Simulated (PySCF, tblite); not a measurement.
# C6H8Br radical: geometry, infrared bands and EPR parameters

What infrared bands and EPR parameters should C6H8Br radical (`Br[C@@H]1C[C]2CC[C@@H]21`) show?

The runs use tblite 0.8.0 and PySCF 2.14.0, with density-fitted response routines of our own; the level of theory stands in each step. All values are computed, except where a source is named. Atoms count from 0, in the outputs and in this text.

## (1) The starting structure

15 atoms, charge 0, multiplicity 2; geometry from: force field or distance geometry start.

Bonds of the start (Å): Br0–C1 1.93, C1–C2 1.53, C2–C3 1.49, C3–C4 1.50, C4–C5 1.53, C5–C6 1.49, C6–C1 1.50, C6–C3 1.52, C1–H7 1.09, C2–H8 1.12, C2–H9 1.10, C4–H10 1.09, C4–H11 1.12, C5–H12 1.12, C5–H13 1.12, C6–H14 1.09.

## (2) Optimising the geometry with GFN2-xTB

The job: settings as JSON, then the geometry in Å.

```
{"job": {"kind": "relax", "xc": "GFN2-xTB", "basis": "xTB"}, "charge": 0, "multiplicity": 2}
Br    -1.231600     1.686200     1.588200
C     -1.350900     0.576400     0.019300
C     -1.186700    -0.917900     0.322300
C      0.052200    -0.999900    -0.508700
C      1.352000    -0.749400     0.203000
C      1.201600     0.764100     0.055800
C     -0.048000     0.501300    -0.714700
H     -2.248500     0.780800    -0.564500
H     -2.007800    -1.486700    -0.189700
H     -1.135000    -1.174900     1.387500
H      1.439500    -1.093400     1.231000
H      2.187100    -1.117000    -0.445600
H      1.029500     1.284300     1.028300
H      1.999400     1.228800    -0.576600
H     -0.057200     0.725500    -1.779700
```

Started as:

```
$ OMP_NUM_THREADS=1 python probes_run.py task.json out
```

One launch serves the whole session: the jobs run in the order shown.

**Question.** This job is followed by: GFN2-xTB harmonic vibrations, gas phase; UKS B3LYP, def2-TZVP-core on Br, pcH-1 on C H, non-relativistic, mean-field spin-orbit, GIAO. What will the session give for the following? strongest single infrared mode (GFN2-xTB); zero-point energy (GFN2-xTB); g(iso) (B3LYP); ⟨S²⟩; largest a(iso); surface potential, 1st and 99th percentile.

The runs gave:

| quantity | value |
| --- | --- |
| strongest single infrared mode (GFN2-xTB) | 3020 cm⁻¹, 57 km/mol |
| zero-point energy (GFN2-xTB) | 75.8 kcal/mol |
| g(iso) (B3LYP) | 2.00318 |
| ⟨S²⟩ | 0.753 (exact 0.75) |
| largest a(iso) | 13C on C3, 255.3 MHz |
| surface potential, 1st and 99th percentile | -0.65 V and 0.96 V |

**Reading.** The optimisation took 57 steps and gained 0.729 eV; among the close pairs (by a distance rule), C5–C6 changed most, from 1.491 to 1.540 Å. All 39 modes are real, so the xTB geometry is a minimum. The strongest single mode, at 3020 cm⁻¹, moves mainly H13. GFN2-xTB is a fitted tight-binding method: band positions and strengths are rough. Its intensities can rank the bands wrongly. C3 carries the largest spin population, 0.91 e. The isotropic g lies 0.9 ppt above the free-electron value. The hyperfine terms hold no scalar relativity, which the heavier nuclei need.
